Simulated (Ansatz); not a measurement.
# SnO2 (P4_2/mnm): cell relaxations under several functionals

Aim: cell relaxations under several functionals, for SnO2 (P4_2/mnm), run from a script.

Program: Ansatz 0.2.0, driven from Python. The levels of theory stand in the script. These are calculated values, not measurements.

## 1. The system

It takes space group P4_2/mnm (No. 136, tetragonal). The conventional cell has a = 4.738 Å, b = 4.738 Å, c = 3.187 Å, α = 90.00°, β = 90.00°, γ = 90.00°. Sn (site symmetry mmm) is surrounded by 6 O at 2.05 to 2.06 Å. Around O (site symmetry m2m) lie 3 Sn at 2.05 to 2.06 Å.

No structure file is read: the coordinates are typed or built in the script.

## 2. The script

lattice_sno2.py reads:

```python
import ansatz as az
import numpy as np

SETTINGS = {
    "scf_tol": 1e-09,
    "mesh": (4, 4, 6),
    "fmax": 0.03,
}

def edges_and_angles(cell):
    cell = np.asarray(cell)
    a, b, c = np.linalg.norm(cell, axis=1)
    cosines = cell[1] @ cell[2] / (b * c), cell[0] @ cell[2] / (a * c), cell[0] @ cell[1] / (a * b)
    return (a, b, c, *np.degrees(np.arccos(cosines)))


def main() -> None:
    cell = (
        az.Lattice.from_parameters(4.738, 4.738, 3.1865, alpha=90, beta=90, gamma=90)
        .space_group(136, hermann_mauguin="P42/mnm")
        .atom("Sn", (0.0, 0.0, 0.0))
        .atom("O", (0.3071, 0.3071, 0.0))
    )

    job = (
        cell.calculation()
        .scf(tolerance=SETTINGS["scf_tol"])
        .occupations(az.OccupationsMethod.FIXED)
        .kpoints(*SETTINGS["mesh"])
        .relax(cell=True, force_tolerance=SETTINGS["fmax"])
    )

    levels = [("r2scan", "rvv10"), ("pbe", "none"), ("pbe", "d4")]
    print("level            a       b       c    alpha   beta  gamma  V/atom  steps")
    for name, dispersion in levels:
        seen = []
        run = job.functional(name, dispersion=dispersion).session().plan()
        result = run.execute(on_event=lambda e: seen.append(e) if e["event"] == "relax_step" else None)
        cell = result.lattice.cell_ang
        label = name if dispersion == "none" else f"{name}+{dispersion}"
        print("{:13s} {:7.4f} {:7.4f} {:7.4f} {:6.2f} {:6.2f} {:6.2f}".format(label, *edges_and_angles(cell)), f"{abs(np.linalg.det(cell)) / len(result.lattice.sites):7.3f} {len(seen):5d}")


if __name__ == "__main__":
    main()
```

## 3. The calls as engine input

The engine receives this input (first run):

```yaml
crystal:
  lattice:
    a: 4.738
    b: 4.738
    c: 3.1865
    alpha: 90.0
    beta: 90.0
    gamma: 90.0
  space_group: 136
  setting:
    hermann_mauguin: P42/mnm
  atoms:
    - { symbol: Sn, position: [0.0, 0.0, 0.0] }
    - { symbol: O, position: [0.3071, 0.3071, 0.0] }
kpoints:
  mp_grid:
    grid: [4, 4, 6]
hamiltonian:
  xc: r2scan
  dispersion: rvv10
scf:
  convergence:
    dr2_threshold: 1.0e-09
  occupations:
    method: fixed
relax:
  f_tol: 0.03
  cell: {}
```

## 4. Running it

The run is started by

```bash
$ python lattice_sno2.py
```

Standard output:

```text
level            a       b       c    alpha   beta  gamma  V/atom  steps
DeckWarning: basis.ecutwfc = 500 eV, auto-derived from the records' recommended cutoffs: set by Sn (their level for a meta-GGA)
DeckWarning: relax.cell: scf.convergence.dr2_threshold = 1e-9 eV is looser than the 6e-10 eV advised for a relaxation that steers and ends on the stress (1e-10 eV for each atom of the cell: 6). What an SCF threshold leaves in a stress goes as its square root, and in the free energy as the threshold itself, and one threshold admits the most on a small cell: of the crystals measured, under no hybrid functional and no lock of the moments, on runs that ended without the residual-converged pass, on stresses that held no estimate of that error, the worst erred by over 100 MPa in a component at 1e-7 eV an atom and by under 5 at 1e-10. Set scf.convergence.dr2_threshold to 6e-10 eV or tighter. The [...]
r2scan+rvv10   4.7452  4.7452  3.1984  90.00  90.00  90.00  12.003     5
DeckWarning: basis.ecutwfc = 420 eV, auto-derived from the records' recommended cutoffs: set by Sn (normal level)
pbe            4.8268  4.8268  3.2380  90.00  90.00  90.00  12.573     7
pbe+d4         4.7880  4.7880  3.2283  90.00  90.00  90.00  12.335     8
```

(Warnings from the package without file and line, shortened.)

It took 91 s on 1 thread of Arm Neoverse V2, shared host; peak memory 0.65 GiB.

## 5. What changed from run to run

The engine's inputs for the other runs:

Run 2, against run 1:

```diff
@@ -19,2 +19,2 @@
-  xc: r2scan
-  dispersion: rvv10
+  xc: pbe
+  dispersion: none
```

Run 3, against run 1:

```diff
@@ -19,2 +19,2 @@
-  xc: r2scan
-  dispersion: rvv10
+  xc: pbe
+  dispersion: d4
```

## 6. What each run gave

One row for each of the 3 runs:

```
run  functional  dispersion  energy (eV/atom)  final volume (Å³/atom)  pressure (GPa)  gap on the mesh (eV)  SCF cycles in all  CPU time (s)
  1      r2scan       rvv10        -2391.2709                   12.00           -0.01                  1.81                 32            49
  2         pbe        none        -2386.3279                   12.57            0.02                  0.68                 42            18
  3         pbe          d4        -2386.5867                   12.33            0.01                  0.86                 45            23
```

Totals hang on method, basis and potentials, so only like runs compare.

## 7. The relaxation of run 1, step by step

The steps of the relaxation:

| step | energy from step 1 (eV/cell) | largest force component (eV/Å) | pressure (GPa) | volume (Å³) |
| --- | --- | --- | --- | --- |
| 1 | 0.0000 | 0.1773 | 1.91 | 71.53 |
| 2 | -0.0060 | 0.0100 | -0.03 | 72.11 |
| 3 | -0.0073 | 0.0214 | -0.15 | 72.10 |
| 4 | -0.0075 | 0.0045 | 0.00 | 72.02 |
| 5 | -0.0078 | 0.0045 | -0.01 | 72.02 |

Step 1 is the start. Step 5 repeats the geometry before it on a plane-wave basis chosen anew for that cell, so its energy need not be comparable with the rows above.

|  | before | after | change |
| --- | --- | --- | --- |
| a (Å) | 4.738 | 4.745 | +0.2 % |
| b (Å) | 4.738 | 4.745 | +0.2 % |
| c (Å) | 3.187 | 3.198 | +0.4 % |
| volume (Å³/atom) | 11.92 | 12.00 | +0.7 % |
| shortest distance (Å) | 2.052 | 2.052 | 0.0 % |
| space group (0.01 Å) | P4_2/mnm | P4_2/mnm | same |

Forces and stress were held to the start's 16 operations: a distortion of lower symmetry was not tested.

## 8. The relaxation of run 3, step by step

Step by step:

| step | E - E(step 1) (eV/cell) | largest force component (eV/Å) | pressure (GPa) | volume (Å³) |
| --- | --- | --- | --- | --- |
| 1 | 0.0000 | 0.1973 | 7.44 | 71.53 |
| 2 | -0.0449 | 0.0162 | 0.21 | 73.89 |
| 3 | -0.0451 | 0.0389 | -0.07 | 73.95 |
| 4 | -0.0457 | 0.0031 | 0.01 | 73.89 |
| 5 | -0.0457 | 0.0001 | 0.00 | 73.90 |
| 6 | -0.0603 | 0.0001 | 0.28 | 73.90 |
| 7 | -0.0599 | 0.0001 | 0.01 | 74.01 |
| 8 | -0.0603 | 0.0001 | 0.01 | 74.01 |

Step 1 is the start. Steps 6, 8 each repeat the geometry before them on a plane-wave basis chosen anew, so the energy can jump there without any move.

|  | before | after | change |
| --- | --- | --- | --- |
| a (Å) | 4.738 | 4.788 | +1.1 % |
| b (Å) | 4.738 | 4.788 | +1.1 % |
| c (Å) | 3.187 | 3.228 | +1.3 % |
| volume (Å³/atom) | 11.92 | 12.33 | +3.5 % |
| shortest distance (Å) | 2.052 | 2.073 | +1.0 % |
| space group (0.01 Å) | P4_2/mnm | P4_2/mnm | same |

The run keeps the 16 symmetry operations of the start, so it could not have lowered the symmetry.

## 9. Outcome

```
       quantity                                        value
  runs compared                                            3
 relaxed volume  12.00 (r2scan rvv10) to 12.57 Å³/atom (pbe)
gap on the mesh              0.68 (run 2) to 1.81 eV (run 1)
```

From smallest to largest: r2SCAN+RVV10 (12.00 Å³ an atom, +0.7 % against the start), PBE+D4 (12.33 Å³ an atom, +3.5 % against the start) and PBE (12.57 Å³ an atom, +5.5 % against the start). The spread is 4.8 % in volume. In run 1, over 3 moves the cell grew by 0.7 % in volume, and the space group stayed P4_2/mnm. In run 3, over 5 moves the cell grew by 3.5 % in volume, and the space group stayed P4_2/mnm.
